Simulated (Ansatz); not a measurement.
# C₅H₁₀N₂: how energies converge with the basis set

An exercise on one series of results from a longer session: the logs are not shown, and one member is left open.

Program: Ansatz 0.2.0, Gaussian basis. Level of theory: one geometry, several basis sets. These are calculated values, not measurements.

The runs, in order: PBE0-D4/def2-SVP; ωB97M-V/def2-SVP; PBE0-D4/def2-QZVPP; ωB97M-V/def2-QZVPP; the functionals' def2-TZVPP values are taken from earlier runs.

## Structure used throughout

The geometry comes from an earlier relaxation with PBE0-D4 in a triple-zeta def2 set; it is a stationary point, not always the lowest conformer.

SMILES `C/N=C/C=C/NC`, 17 atoms, charge 0, spin multiplicity 1.

Atoms are counted from 1 here; the program's logs count them from 0.

Bond lengths: C1–N2 1.435 Å, C1–H8 1.095 Å, C1–H9 1.102 Å, C1–H10 1.095 Å, N2–C3 1.270 Å, C3–C4 1.438 Å, C3–H11 1.105 Å, C4–C5 1.349 Å, C4–H12 1.084 Å, C5–N6 1.355 Å, C5–H13 1.087 Å, N6–C7 1.436 Å, N6–H14 1.003 Å, C7–H15 1.089 Å, C7–H16 1.094 Å, C7–H17 1.097 Å. Angles: N2–C1–H8 109.8°, N2–C1–H9 113.7°, N2–C1–H10 109.8°, H8–C1–H9 108.4°, H8–C1–H10 106.5°, H9–C1–H10 108.4°, C1–N2–C3 117.7°, N2–C3–C4 123.4°, N2–C3–H11 120.8°, C4–C3–H11 115.8°, C3–C4–C5 120.8°, C3–C4–H12 117.2°, C5–C4–H12 122.0°, C4–C5–N6 126.6°, C4–C5–H13 119.2°, N6–C5–H13 114.2°, C5–N6–C7 121.9°, C5–N6–H14 117.4° and more.

The first run:

The input, in.yaml:

```yaml
crystal:
  periodic: [false, false, false]
  atoms:
    - {symbol: C, position_ang: [0.262344, -3.307269, -1.271101]}
    - {symbol: N, position_ang: [0.523229, -1.899817, -1.174752]}
    - {symbol: C, position_ang: [-0.061308, -1.253912, -0.250994]}
    - {symbol: C, position_ang: [0.107758, 0.158854, -0.044321]}
    - {symbol: C, position_ang: [-0.539949, 0.792150, 0.954949]}
    - {symbol: N, position_ang: [-0.437725, 2.103253, 1.281313]}
    - {symbol: C, position_ang: [0.299039, 3.031389, 0.470716]}
    - {symbol: H, position_ang: [-0.146392, -3.541750, -2.259569]}
    - {symbol: H, position_ang: [-0.438107, -3.681078, -0.507099]}
    - {symbol: H, position_ang: [1.200493, -3.865061, -1.182896]}
    - {symbol: H, position_ang: [-0.745041, -1.764750, 0.451014]}
    - {symbol: H, position_ang: [0.774101, 0.682465, -0.719594]}
    - {symbol: H, position_ang: [-1.202821, 0.222708, 1.601403]}
    - {symbol: H, position_ang: [-1.122535, 2.475883, 1.911571]}
    - {symbol: H, position_ang: [0.239167, 4.024894, 0.913405]}
    - {symbol: H, position_ang: [1.353288, 2.743038, 0.422566]}
    - {symbol: H, position_ang: [-0.084643, 3.078700, -0.556407]}
basis:
  gaussian: {orbitals: def2-SVP}
hamiltonian: {xc: pbe0, dispersion: d4}
output: {orbitals: {seedname: orbitals}}
```

Started as:

```sh
> ansatz run in.yaml --threads 4 --pin off --events-out ev --progress --plain --max-ram 11315MiB
```

Steps of the session up to this table: PBE0-D4 in def2-SVP; ωB97M-V in def2-SVP; PBE0-D4 in def2-QZVPP; ωB97M-V in def2-QZVPP.

One table of the session follows, with a row left open; its other results are not shown here.

It belongs to the step «Functionals by basis». 

| functional | basis | HOMO (eV) | LUMO (eV) |
| --- | --- | --- | --- |
| PBE0-D4 | def2-SVP | -5.56 | 0.04 |
| PBE0-D4 | def2-TZVPP | -5.71 | -0.14 |
| PBE0-D4 | def2-QZVPP | -5.75 | -0.19 |
| ωB97M-V | def2-SVP | ? | ? |
| ωB97M-V | def2-TZVPP | -7.76 | 1.90 |
| ωB97M-V | def2-QZVPP | -7.79 | 1.39 |

Q: Estimate the row for ωB97M-V, def2-SVP from the others.

**Answer.** HOMO (eV): -7.59; LUMO (eV): 2.13. In the column «HOMO (eV)» it lies between ωB97M-V, def2-TZVPP (-7.76) and PBE0-D4, def2-QZVPP (-5.75).
